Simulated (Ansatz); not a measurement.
# LaAg: relaxation

Where does the structure settle? Runs: cell and atoms relaxed (PAW).

Program: Ansatz 0.2.0. Level of theory: DFT r²SCAN, frozen-core PAW, scalar-relativistic unless said. These are calculated values, not measurements.

3 further runs of the same task are left out: 3 set aside as unsound or not needed. Runs told in other sessions of the task aren't counted.

### Step 1. The starting structure

Symmetry: P4/mmm, No. 123, tetragonal system. Conventional cell: a = 3.808 Å, b = 3.808 Å, c = 3.818 Å, α = 90.00°, β = 90.00°, γ = 90.00°. Around La (site symmetry 4/mmm) lie 8 Ag at 3.30 Å. Ag (site symmetry 4/mmm) has 8 La at 3.30 Å in its first shell of neighbours.

Coordinates:

```
CELL_PARAMETERS angstrom
3.80799 0.00000 0.00000
0.00000 3.80799 0.00000
0.00000 0.00000 3.81828
ATOMIC_POSITIONS crystal
La 0.50000 0.50000 0.50000
Ag 0.00000 0.00000 0.00000
```

Cartesian axes are those of the input's lattice vectors. The structure goes back to a database entry.

### Step 2. Cell and atoms relaxed, PAW

Contents of input.yaml:

```yaml
crystal:
  lattice:
    - [3.80798897, 0.0, 0.0]
    - [0.0, 3.80798897, 0.0]
    - [0.0, 0.0, 3.81828074]
  atoms:
    - { symbol: La, position: [0.5, 0.5, 0.5] }
    - { symbol: Ag, position: [0.0, 0.0, 0.0] }
kpoints:
  mp_grid: { grid: [12, 12, 12] }
scf:
  occupations: { method: fermi_dirac, width: 0.1 }
hamiltonian:
  xc: r2scan
  pseudopotentials: { kind: paw }
relax:
  f_tol: 0.002
  max_steps: 80
  cell: {}
output:
  forces: true
  stress: true
```

On the command line:

```console
> ansatz run input.yaml --threads 1 --pin off --max-ram 2560MiB --backend cpu --events-out ev --progress --plain --runs-dir out
```

**Question.** What will these runs give? Wanted: cell; volume.

**Answer**, as computed:

| quantity | value |
| --- | --- |
| cell | a = 3.815 Å, b = 3.815 Å, c = 3.820 Å, α = 90.00°, β = 90.00°, γ = 90.00° |
| volume | 27.791 Å³/atom |

In words: The volume changes by +0.4 %. Cautions: frozen-core PAW files fitted under PBE, their cores solved anew for the functional of the run.
